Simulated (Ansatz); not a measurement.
# TiO: the cost of one run

Method: DFT r2SCAN, scalar-relativistic, plane waves, PAW, in Ansatz 0.2.0.

3 further runs of the same task are left out: 1 that didn't finish, 2 set aside as unsound or not needed.

## Step 1: The system as given

It takes space group P-6m2 (No. 187, hexagonal). Conventional cell: a = 2.804 Å, b = 2.804 Å, c = 2.819 Å, α = 90.00°, β = 90.00°, γ = 120.00°. Ti (site symmetry -6m2) has 6 O at 2.15 Å as nearest neighbours. O (site symmetry -6m2) is surrounded by 6 Ti at 2.15 Å.

Structure file:

```cif
data_structure
_symmetry_space_group_name_H-M 'P 1'
_symmetry_Int_Tables_number 1
_cell_length_a 2.8036
_cell_length_b 2.8036
_cell_length_c 2.8186
_cell_angle_alpha 90.000
_cell_angle_beta 90.000
_cell_angle_gamma 120.000
_cell_volume 19.19
loop_
_atom_site_label
_atom_site_type_symbol
_atom_site_fract_x
_atom_site_fract_y
_atom_site_fract_z
_atom_site_occupancy
Ti1 Ti 0.66667 0.33333 0.00000 1
O1 O 0.00000 0.00000 0.50000 1
```

It is the result of an earlier relaxation at this level (volume 9.59 Å³/atom; gap on the mesh: none (metal)).

## Step 2: The undisturbed cell

The input, input.yaml:

```yaml
crystal:
  lattice:
    - [2.8035559919, 0.0, 0.0]
    - [-1.4017779959, 2.4279507099, 0.0]
    - [0.0, 0.0, 2.8186160501]
  atoms:
    - { symbol: Ti, position: [0.6666666667, 0.3333333333, 0.0] }
    - { symbol: O, position: [0.0, 0.0, 0.5] }
basis:
  ecutwfc: 500
kpoints:
  mp_grid: { grid: [30, 30, 24] }
hamiltonian:
  xc: r2scan
scf:
  occupations: { method: gaussian, width: 0.15 }
output:
  forces: true
  stress: true
  eigenvalues: true
  write_density: true
  write_potential: true
  elf: true
  volumetric_format: npy
```

Launch:

```console
> ansatz run input.yaml --threads 1 --pin off --max-ram 2560MiB --backend cpu --events-out ev --progress --plain --runs-dir out
```

Q: Estimate wall time and peak memory on 1 thread of AMD EPYC (Zen 3), shared host.

About 1.7 min, with a peak of 0.79 GiB.
